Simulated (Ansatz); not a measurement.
## BrH4NSi, SMILES N[SiH2]Br: the interaction energy of a dimer with the counterpoise correction, step by step

Computed with the Ansatz DFT code, driven from Python.

The cells in order, each with its output:

In [1]:
```python
import ansatz
```

In [2]:
```python
FIRST = [
    ("N", (-0.9721, -0.4822, -0.231)),
    ("Si", (0.4949, -0.0565, 0.4076)),
    ("Br", (1.2045, 1.6537, -0.7867)),
    ("H", (-0.8311, -0.624, -1.2371)),
    ("H", (-1.6075, 0.3828, -0.2119)),
    ("H", (0.3052, 0.3508, 1.8189)),
    ("H", (1.4058, -1.2248, 0.24)),
]
SECOND = [
    ("N", (2.6389, -3.1342, 2.4656)),
    ("Si", (2.0101, -4.1819, 1.3485)),
    ("Br", (3.3335, -4.0627, -0.4091)),
    ("H", (2.7398, -2.2255, 2.0006)),
    ("H", (3.6606, -3.4111, 2.644)),
    ("H", (2.0299, -5.5524, 1.9097)),
    ("H", (0.6427, -3.6956, 1.0069)),
]
```

In [3]:
```python
def energy(atoms, ghosts=()):
    molecule = ansatz.Crystal.molecule()
    for symbol, xyz in atoms:
        molecule = molecule.atom(symbol, xyz)
    calc = (
        molecule.calculation()
        .basis(gaussian="def2-SVP")
        .functional("pbe0", dispersion="d4")
        .accuracy("high")
    )
    deck = calc.input()
    if ghosts:
        deck = deck.set(ansatz.key.basis.gaussian.ghost_atoms, [{"symbol": s, "position_ang": list(xyz)} for s, xyz in ghosts])
    return ansatz.Session.from_dict(deck).plan().execute().report["free_energy_ev"]
```

In [4]:
```python
# ghost atoms carry the functions of the partner
both = energy(FIRST + SECOND)
alone = energy(FIRST) + energy(SECOND)
ghosted = energy(FIRST, SECOND) + energy(SECOND, FIRST)
print(f"dimer {both:.6f} eV")
print(f"interaction, uncorrected   {(both - alone):8.3f} eV")
print(f"interaction, counterpoise  {(both - ghosted):8.3f} eV")
print(f"basis-set superposition    {(alone - ghosted):8.3f} eV")
```
```text
dimer -158911.044513 eV
interaction, uncorrected     -0.090 eV
interaction, counterpoise    -0.064 eV
basis-set superposition       0.026 eV
```

Uncorrected it is -0.090 eV, with the counterpoise correction -0.064 eV; the difference, 0.03 eV, is the superposition error.

Caveats:
- These settings explore the input space; basis and method may be short of convergence.
- The dimer is a generated trial pose of unrelaxed monomers, not a minimum, so the figure is no binding energy, and the basis set is small.
- It ran for 85 s on 1 thread of Intel(R) Xeon(R) Platinum 8375C CPU @ 2.90GHz (Ice Lake), on a shared host, peak memory 1 GiB.

(Lines on the test bed's own set-up are left out of the output.)
